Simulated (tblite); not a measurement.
# C5H9Cl3Ge: the cost of one run

Programs: tblite 0.8.0 and PySCF 2.14.0, with density-fitted response routines of our own. Each step states its level of theory. These are calculated values for one molecule in the gas phase, unless marked as measured. Atoms count from 0, in the outputs and in this text.

## 1. The molecule as given

18 atoms, charge 0, multiplicity 1; geometry from: force field or distance geometry start.

Bonds of the start (Å): C0–C1 1.36, C1–Ge2 1.93, C1–C3 1.49, C3–C4 1.54, C3–C5 1.50, C5–Cl6 1.80, C5–Cl7 1.77, C5–Cl8 1.79, C0–H9 1.08, C0–H10 1.10, Ge2–H11 1.54, Ge2–H12 1.56, Ge2–H13 1.54, C3–H14 1.13, C4–H15 1.10, C4–H16 1.11, C4–H17 1.12.

## 2. Relaxing the molecule with GFN2-xTB

The job: settings as JSON, then the geometry in Å.

```
{"job": {"kind": "relax", "xc": "GFN2-xTB", "basis": "xTB"}, "charge": 0, "multiplicity": 1}
C      1.474600     1.479200     0.301100
C      0.716400     0.457100    -0.170100
Ge     1.692400    -0.880300    -1.158400
C     -0.745500     0.378100     0.090000
C     -1.056200    -0.859800     0.952800
C     -1.562000     0.350700    -1.172900
Cl    -1.286900     1.831900    -2.150900
Cl    -1.068300    -1.075200    -2.097800
Cl    -3.277900     0.251800    -0.685100
H      2.534600     1.530500     0.110700
H      0.934500     2.245600     0.871700
H      3.127600    -0.941100    -0.613700
H      1.758200    -0.335700    -2.613800
H      0.995900    -2.255200    -1.181000
H     -0.987500     1.286400     0.723500
H     -2.130000    -0.937500     1.183200
H     -0.693700    -1.782000     0.456700
H     -0.434900    -0.738300     1.877600
```

Started as:

```bash
OMP_NUM_THREADS=1 python probes_run.py task.json out
```

The driver reads the jobs from task.json and runs them one after another.

**Question.** How long does this first job take on 1 thread of Intel Xeon at 2.50GHz, shared host, and how much memory does it need?

About 4.3 s, with a peak of 0.18 GiB.
